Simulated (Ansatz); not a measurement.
# AlGa₂H (singlet): wave-function methods side by side, cc-pVDZ

The task here is to estimate one member of a computed series from the others.

Program: Ansatz 0.2.0, Gaussian basis. Level of theory: cc-pVDZ, core rule «outside noble gas», up to 33 orbitals frozen. These are calculated values, not measurements.

To be run: UHF; CCSD(T) on RHF; CCSD(T) on UHF; BCCD(T) on RHF; CISD; CCSDT(Q) on RHF; CCSDT(Q) on UHF; CASSCF and MRCISD+Q, 8 electrons in 8 orbitals; CASSCF and NEVPT2, 8 electrons in 8 orbitals.

31 further runs of the same task are left out: 2 for a known fault of the program, 17 that didn't finish, 12 set aside as unsound or not needed.

## The geometry

The geometry is a PBE0/def2-TZVP stationary point (not a proven minimum) of the parent state, kept for this charge and spin. No spin-orbit coupling is included. The filled d shell of Ga may be among the frozen orbitals whatever the setting's name suggests; the logs give the count.

4 atoms, charge 0, spin multiplicity 1.

Atoms are counted from 1 here; the program's logs count them from 0.

Bond lengths: Ga1–Al2 2.555 Å, Al2–Ga3 2.555 Å, Al2–H4 1.846 Å. Angles: Ga1–Al2–Ga3 72.4°, Ga1–Al2–H4 52.9°, Ga3–Al2–H4 52.9°.

The first run:

in.yaml reads:

```yaml
crystal:
  periodic: [false, false, false]
  atoms:
    - {symbol: Ga, position_ang: [-0.004403, 0.336351, 1.508986]}
    - {symbol: Al, position_ang: [-0.022649, -1.725034, 0.000000]}
    - {symbol: Ga, position_ang: [-0.004403, 0.336351, -1.508986]}
    - {symbol: H, position_ang: [1.215461, -0.355847, 0.000000]}
basis:
  gaussian: {orbitals: cc-pVDZ}
magnetization: {spin_polarized: true, initial_magnetization: 0}
hamiltonian: {xc: hf}
output: {orbitals: {seedname: orbitals}}
```

The run is started by

```bash
ansatz run in.yaml --threads 1 --pin off --events-out ev --progress --plain --max-ram 2393MiB
```

Steps of the session up to this table: UHF; CCSD(T) on RHF; CCSD(T) on UHF; BCCD(T) on RHF; CISD; CCSDT(Q) on RHF; CCSDT(Q) on UHF; CASSCF and MRCISD+Q, 8 electrons in 8 orbitals; CASSCF and NEVPT2, 8 electrons in 8 orbitals.

One table of the session follows, with a row left open; its other results are not shown here.

```
           method  from RCCSDT(Q) (kcal/mol)
              RHF                    +146.49
              UHF                    +131.82
             RMP2                     +33.48
             UMP2                     +36.29
             CISD                     +27.47
            RCCSD                     +10.98
            UCCSD                     +10.30
         RCCSD(T)                      +2.18
         UCCSD(T)                      +2.84
          BCCD(T)                      +2.09
           RCCSDT                      +1.06
           UCCSDT                      +1.22
        RCCSDT(Q)                          0
        UCCSDT(Q)                      +0.15
  CASSCF frontier                          ?
  NEVPT2 frontier                     +29.29
  MRCISD frontier                     +13.43
MRCISD+Q frontier                      +1.65
```

Estimate the missing values for CASSCF frontier.

**Answer.** from RCCSDT(Q) (kcal/mol): +103.36. In the column «from RCCSDT(Q) (kcal/mol)» it lies between UMP2 (+36.29) and UHF (+131.82).

Limits of these values: The determinant is far from a pure spin state, so its energy mixes those of several spin states (harmless only where they are near-degenerate, as at dissociation). Warnings: restricted reference is unstable; spin contamination; large T1 diagnostic. Restricted and unrestricted rows rest on different reference determinants; where their highest levels disagree by more than a few hundredths of an eV, they describe different states and don't form one ladder.
